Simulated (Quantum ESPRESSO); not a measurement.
Here is a Quantum ESPRESSO 7.5 calculation.

Contents of pw.in:

```
&CONTROL
  calculation = 'scf'
  prefix = 'pwscf'
  outdir = './tmp'
  pseudo_dir = './pseudo'
  tprnfor = .true.
  tstress = .true.
  disk_io = 'low'
/
&SYSTEM
  ibrav = 0
  celldm(1) = 8
  nat = 4
  ntyp = 3
  ecutwfc = 88
  nbnd = 21
  input_dft = 'r2scan'
  occupations = 'smearing'
  smearing = 'fd'
  degauss = 0.00367493
  nosym = .true.
/
&ELECTRONS
  conv_thr = 1d-08
  electron_maxstep = 120
  mixing_beta = 0.5
/
ATOMIC_SPECIES
Ge    72.6300 Ge_ONCV_PBE-1.2.upf
N     14.0070 N_ONCV_PBE-1.2.upf
C     12.0110 C_ONCV_PBE-1.2.upf
CELL_PARAMETERS alat
  0.4237215654655   0.2446357598792   1.1626438910703
 -0.4237215654655   0.2446357598792   1.1626438910703
  0.0000000000000  -0.4892715197584   1.1626438910703
ATOMIC_POSITIONS crystal
Ge     0.0000000000    0.0000000000    0.0000000000
N      0.5839044000    0.5839044000    0.5839044000
N      0.4160956000    0.4160956000    0.4160956000
C      0.5000000000    0.5000000000    0.5000000000
K_POINTS automatic
7 7 7 0 0 0
```

File bands.in:

```
&CONTROL
  calculation = 'bands'
  prefix = 'pwscf'
  outdir = './tmp'
  pseudo_dir = './pseudo'
  disk_io = 'low'
  verbosity = 'high'
/
&SYSTEM
  ibrav = 0
  celldm(1) = 8
  nat = 4
  ntyp = 3
  ecutwfc = 88
  nbnd = 21
  input_dft = 'r2scan'
  occupations = 'smearing'
  smearing = 'fd'
  degauss = 0.00367493
  nosym = .true.
/
&ELECTRONS
  conv_thr = 1d-08
  electron_maxstep = 120
  mixing_beta = 0.5
  diago_full_acc = .true.
  startingwfc = 'random'
/
ATOMIC_SPECIES
Ge    72.6300 Ge_ONCV_PBE-1.2.upf
N     14.0070 N_ONCV_PBE-1.2.upf
C     12.0110 C_ONCV_PBE-1.2.upf
CELL_PARAMETERS alat
  0.4237215654655   0.2446357598792   1.1626438910703
 -0.4237215654655   0.2446357598792   1.1626438910703
  0.0000000000000  -0.4892715197584   1.1626438910703
ATOMIC_POSITIONS crystal
Ge     0.0000000000    0.0000000000    0.0000000000
N      0.5839044000    0.5839044000    0.5839044000
N      0.4160956000    0.4160956000    0.4160956000
C      0.5000000000    0.5000000000    0.5000000000
K_POINTS crystal
60
 0.0000000000  0.0000000000  0.0000000000 1
 0.0625000000  0.0000000000  0.0000000000 1
 0.1250000000  0.0000000000  0.0000000000 1
 0.1875000000  0.0000000000  0.0000000000 1
 0.2500000000  0.0000000000  0.0000000000 1
 0.3125000000  0.0000000000  0.0000000000 1
 0.3750000000  0.0000000000  0.0000000000 1
 0.4375000000  0.0000000000  0.0000000000 1
 0.5000000000  0.0000000000  0.0000000000 1
 0.5000000000  0.0392365020 -0.0392365020 1
 0.5000000000  0.0784730039 -0.0784730039 1
 0.5000000000  0.1177095059 -0.1177095059 1
 0.5000000000  0.1569460079 -0.1569460079 1
 0.5000000000  0.1961825099 -0.1961825099 1
 0.8038174901  0.5000000000  0.1961825099 1
 0.7700599912  0.5000000000  0.2299400088 1
 0.7363024923  0.5000000000  0.2636975077 1
 0.7025449934  0.5000000000  0.2974550066 1
 0.6687874945  0.5000000000  0.3312125055 1
 0.6350299956  0.5000000000  0.3649700044 1
 0.6012724967  0.5000000000  0.3987275033 1
 0.5675149978  0.5000000000  0.4324850022 1
 0.5337574989  0.5000000000  0.4662425011 1
 0.5000000000  0.5000000000  0.5000000000 1
 0.4000000000  0.4000000000  0.4000000000 1
 0.3000000000  0.3000000000  0.3000000000 1
 0.2000000000  0.2000000000  0.2000000000 1
 0.1000000000  0.1000000000  0.1000000000 1
 0.0000000000  0.0000000000  0.0000000000 1
 0.0316446595  0.0000000000 -0.0316446595 1
 0.0632893191  0.0000000000 -0.0632893191 1
 0.0949339786  0.0000000000 -0.0949339786 1
 0.1265786382  0.0000000000 -0.1265786382 1
 0.1582232977  0.0000000000 -0.1582232977 1
 0.1898679572  0.0000000000 -0.1898679572 1
 0.2215126168  0.0000000000 -0.2215126168 1
 0.2531572763  0.0000000000 -0.2531572763 1
 0.2848019359  0.0000000000 -0.2848019359 1
 0.3164465954  0.0000000000 -0.3164465954 1
 0.3480912549  0.0000000000 -0.3480912549 1
 0.6519087451  0.3480912549  0.0000000000 1
 0.6139315588  0.3860684412  0.0000000000 1
 0.5759543725  0.4240456275  0.0000000000 1
 0.5379771863  0.4620228137  0.0000000000 1
 0.5000000000  0.5000000000  0.0000000000 1
 0.6519087451  0.6519087451  0.1961825099 1
 0.6350299956  0.6350299956  0.2299400088 1
 0.6181512462  0.6181512462  0.2636975077 1
 0.6012724967  0.6012724967  0.2974550066 1
 0.5843937473  0.5843937473  0.3312125055 1
 0.5675149978  0.5675149978  0.3649700044 1
 0.5506362484  0.5506362484  0.3987275033 1
 0.5337574989  0.5337574989  0.4324850022 1
 0.5168787495  0.5168787495  0.4662425011 1
 0.5000000000  0.5000000000  0.5000000000 1
 0.5000000000  0.0000000000  0.0000000000 1
 0.5759543725  0.0870228137  0.0870228137 1
 0.6519087451  0.1740456275  0.1740456275 1
 0.7278631176  0.2610684412  0.2610684412 1
 0.8038174901  0.3480912549  0.3480912549 1
```

Potentials or basis: SG15 PBE 1.2.

Launch:

```console
$ OMP_NUM_THREADS=1 mpirun -n 2 pw.x -nk 2 -in pw.in > pw.out
$ OMP_NUM_THREADS=1 mpirun -n 2 pw.x -nk 2 -in bands.in > bands.out
```

Problem. Predict the largest force.

Solution. 0.467 eV/Å.

Problem. What does it give for the band gap along the path?

Solution. 1.22 eV, indirect (least direct gap 2.23 eV).

Problem. Predict the band gap on the k mesh.

Solution. 1.37 eV, indirect (least direct gap 2.27 eV).

Problem. What does it give for the pressure?

Solution. -4.4 GPa.

Forces in eV/Å, atoms in the order of the input:
```
Ge   0.000  0.000  0.000
N    0.000  0.000 -0.467
N    0.000  0.000  0.467
C    0.000  0.000  0.000
```

Caveat: the potentials were made for another functional, which shifts forces and pressure; the mesh misses the band edges, which the band path finds closer together. r2SCAN opens gaps a little over a GGA but as a rule still falls short of measured ones.
